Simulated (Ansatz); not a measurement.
# CH₇AlOSi₂: up Jacob's ladder to CCSD(T)

One table from this session's results is given with a row withheld; the runs are named, their logs left out.

Method: functionals in def2-TZVPP, the program's frozen cores in correlated methods; program: Ansatz 0.2.0, Gaussian basis.

Plan: LDA (SPW92), PBE-D4, revPBE-D4, BLYP-D4, r2SCAN-D4, B97M-V, PBE0-D4, B3LYP-D4, r2SCANh-D4, r2SCAN0-D4, HSE06-D4, BHLYP-D4, CAM-B3LYP-D4, LC-ωPBE, ωB97X-V, ωB97M-V, B2PLYP, PBE-QIDH; CCSD(T)/def2-SVP; CCSD(T)/def2-TZVPP; MP2/def2-QZVPP; extrapolation to the limit; RPA on PBE.

## The geometry

An earlier PBE0-D4 in a triple-zeta def2 set relaxation fixed the geometry.

SMILES `[CH2]1O[SiH2][SiH2][AlH]1`, 12 atoms, charge 0, spin multiplicity 1.

Atoms are counted from 1 here; the program's logs count them from 0.

Bond lengths: C1–O2 1.432 Å, C1–Al5 1.994 Å, C1–H6 1.101 Å, C1–H7 1.096 Å, O2–Si3 1.657 Å, Si3–Si4 2.349 Å, Si3–H8 1.484 Å, Si3–H9 1.496 Å, Si4–Al5 2.443 Å, Si4–H10 1.488 Å, Si4–H11 1.490 Å, Al5–H12 1.588 Å. Angles: O2–C1–Al5 110.9°, O2–C1–H6 109.9°, O2–C1–H7 107.0°, Al5–C1–H6 111.9°, Al5–C1–H7 111.8°, H6–C1–H7 105.2°, C1–O2–Si3 122.5°, O2–Si3–Si4 104.0°, O2–Si3–H8 105.6°, O2–Si3–H9 110.7°, Si4–Si3–H8 117.9°, Si4–Si3–H9 109.4°, H8–Si3–H9 109.0°, Si3–Si4–Al5 86.4°, Si3–Si4–H10 114.8°, Si3–Si4–H11 112.1°, Al5–Si4–H10 117.3°, Al5–Si4–H11 115.0° and more.

Set-up of the first run:

The input, in.yaml:

```yaml
crystal:
  periodic: [false, false, false]
  atoms:
    - {symbol: C, position_ang: [-0.941394, 1.271493, 0.581992]}
    - {symbol: O, position_ang: [-0.760549, 0.075631, 1.348458]}
    - {symbol: Si, position_ang: [0.548922, -0.919879, 1.148863]}
    - {symbol: Si, position_ang: [0.733391, -1.152860, -1.180799]}
    - {symbol: Al, position_ang: [-0.472011, 0.966777, -1.332120]}
    - {symbol: H, position_ang: [-0.353257, 2.090972, 1.023095]}
    - {symbol: H, position_ang: [-1.988591, 1.573367, 0.701027]}
    - {symbol: H, position_ang: [0.252554, -2.134851, 1.947366]}
    - {symbol: H, position_ang: [1.788761, -0.276943, 1.683655]}
    - {symbol: H, position_ang: [2.128325, -1.181783, -1.697743]}
    - {symbol: H, position_ang: [-0.014079, -2.338725, -1.685600]}
    - {symbol: H, position_ang: [-0.845071, 1.971500, -2.504095]}
basis:
  gaussian: {orbitals: def2-TZVPP}
hamiltonian: {xc: lda}
output: {orbitals: {seedname: orbitals}}
```

Command:

```console
$ ansatz run in.yaml --threads 4 --pin off --events-out ev --progress --plain --max-ram 10444MiB
```

Among the steps run: LDA; PBE-D4 (GGA); revPBE-D4 (GGA); BLYP-D4 (GGA); r2SCAN-D4 (meta-GGA); B97M-V (meta-GGA); B3LYP-D4 (hybrid); r2SCANh-D4 (hybrid); r2SCAN0-D4 (hybrid); HSE06-D4 (hybrid); BHLYP-D4 (hybrid); CAM-B3LYP-D4 (range-separated); LC-ωPBE (range-separated); ωB97X-V (range-separated); ωB97M-V (range-separated); B2PLYP (double hybrid); PBE-QIDH (double hybrid).

One of the session's tables, all rows but one given; the rest of the session is left out.

It belongs to the step «Frontier levels by functional». 

```
  functional  HOMO (eV)  LUMO (eV)  gap (eV)
 LDA (SPW92)      -5.65      -3.03      2.61
      PBE-D4      -5.52      -2.82      2.70
   revPBE-D4      -5.47      -2.72      2.75
     BLYP-D4      -5.37      -2.68      2.69
   r2SCAN-D4          ?          ?         ?
      B97M-V      -5.83      -2.79      3.04
     PBE0-D4      -6.61      -2.07      4.54
    B3LYP-D4      -6.40      -2.24      4.16
  r2SCANh-D4      -6.14      -2.35      3.79
  r2SCAN0-D4      -6.75      -1.96      4.79
    HSE06-D4      -6.22      -2.44      3.78
    BHLYP-D4      -7.55      -1.25      6.30
CAM-B3LYP-D4      -7.82      -1.08      6.74
     LC-ωPBE      -9.08      -0.03      9.06
     ωB97X-V      -8.78      -0.15      8.63
     ωB97M-V      -8.59      -0.42      8.17
```

**Question.** Estimate the row for r2SCAN-D4.

Worked estimate for «HOMO (eV)». Against the share of exact exchange, r2SCANh-D4 (0.1, -6.14), r2SCAN0-D4 (0.25, -6.75) give a slope of -4.07 per unit share; at 0 the line stands at -5.73.

The run gave: HOMO (eV): -5.73; LUMO (eV): -2.61; gap (eV): 3.12. In «HOMO (eV)» the line misses by 0.00.
